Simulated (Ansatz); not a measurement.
# Hf2N: further runs on the relaxed cell

The task here is to estimate one member of a computed series from the others.

Computed with Ansatz 0.2.0 (DFT PBEsol, scalar-relativistic, plane waves, PAW, unless a step's input says otherwise).

## The structure to begin with

It takes space group P4_2/mnm (No. 136, tetragonal). The conventional cell has a = 5.296 Å, b = 5.296 Å, c = 3.227 Å, α = 90.00°, β = 90.00°, γ = 90.00°. Hf (site symmetry m2m) is surrounded by 3 N at 2.21 to 2.22 Å. Around N (site symmetry mmm) lie 6 Hf at 2.21 to 2.22 Å.

Structure file:

```cif
data_structure
_symmetry_space_group_name_H-M 'P 1'
_symmetry_Int_Tables_number 1
_cell_length_a 5.2955
_cell_length_b 5.2955
_cell_length_c 3.2274
_cell_angle_alpha 90.000
_cell_angle_beta 90.000
_cell_angle_gamma 90.000
_cell_volume 90.51
loop_
_atom_site_label
_atom_site_type_symbol
_atom_site_fract_x
_atom_site_fract_y
_atom_site_fract_z
_atom_site_occupancy
Hf1 Hf 0.29546 0.29546 0.00000 1
Hf2 Hf 0.70454 0.70454 0.00000 1
Hf3 Hf 0.79546 0.20454 0.50000 1
Hf4 Hf 0.20454 0.79546 0.50000 1
N1 N 0.00000 0.00000 0.00000 1
N2 N 0.50000 0.50000 0.50000 1
```

It goes back to an entry of the Materials Project, which need not be the stable form.

This cell was relaxed beforehand with the same method: volume 15.08 Å³/atom, gap on the mesh none (metal).

Set-up of the first run:

Input file input.yaml:

```yaml
crystal:
  lattice:
    - [5.2420449765, 0.0, 0.0]
    - [0.0, 5.2420449765, 0.0]
    - [0.0, 0.0, 3.194846258]
  atoms:
    - { symbol: Hf, position: [0.2954633021, 0.2954633021, 0.0] }
    - { symbol: Hf, position: [0.7045366979, 0.7045366979, 0.0] }
    - { symbol: Hf, position: [0.7954633021, 0.2045366979, 0.5] }
    - { symbol: Hf, position: [0.2045366979, 0.7954633021, 0.5] }
    - { symbol: "N", position: [0.0, 0.0, 0.0] }
    - { symbol: "N", position: [0.5, 0.5, 0.5] }
basis:
  ecutwfc: 420
kpoints:
  mp_grid: { grid: [8, 8, 12] }
hamiltonian:
  xc: pbesol
scf:
  occupations: { method: gaussian, width: 0.1 }
output:
  forces: true
  stress: true
  eigenvalues: true
relax:
  adjacent_minimum: "off"
  f_tol: 0.01
  max_steps: 30
  cell: { stress_tol: 0.1, fix: [volume] }
```

Run with:

```sh
ansatz run input.yaml --threads 1 --pin off --max-ram 2560MiB --backend cpu --events-out ev --progress --plain --runs-dir out
```

Steps of the session up to this table: The cell scaled to 0.97 of its volume; Volume × 1.03; The cell scaled to 0.94 of its volume; Volume × 1.06; Point at V/V0 = 0.91; Volume × 1.10; Point at V/V0 = 0.88.

One table of the session follows, with a row left open; its other results are not shown here.

It belongs to the step «Fit of the equation of state». 

| volume (Å³/atom) | energy above the lowest point (meV/atom) | pressure (GPa) |
| --- | --- | --- |
| 13.274 | 172.3 | 34.02 |
| 13.727 | 91.5 | 23.45 |
| 14.179 | 38.4 | 14.39 |
| 14.632 | ? | ? |
| 15.084 | 0.0 | -0.02 |
| 15.537 | 8.4 | -5.72 |
| 15.989 | 31.6 | -10.58 |
| 16.593 | 82.0 | -15.93 |

**Question.** Estimate the row for volume (Å³/atom) = 14.632.

Worked estimate for «energy above the lowest point (meV/atom)». A straight line through the neighbours (14.179, 38.4) and (15.084, 0.0) gives 38.4 + (0.0 − 38.4) × (14.632 − 14.179) / (15.084 − 14.179) = 19.2; a parabola fitted to 4 rows on both sides gives 8.9.

The run gave: energy above the lowest point (meV/atom): 9.1; pressure (GPa): 6.63. In «energy above the lowest point (meV/atom)» the line misses by +10.1 and the parabola by -0.2.
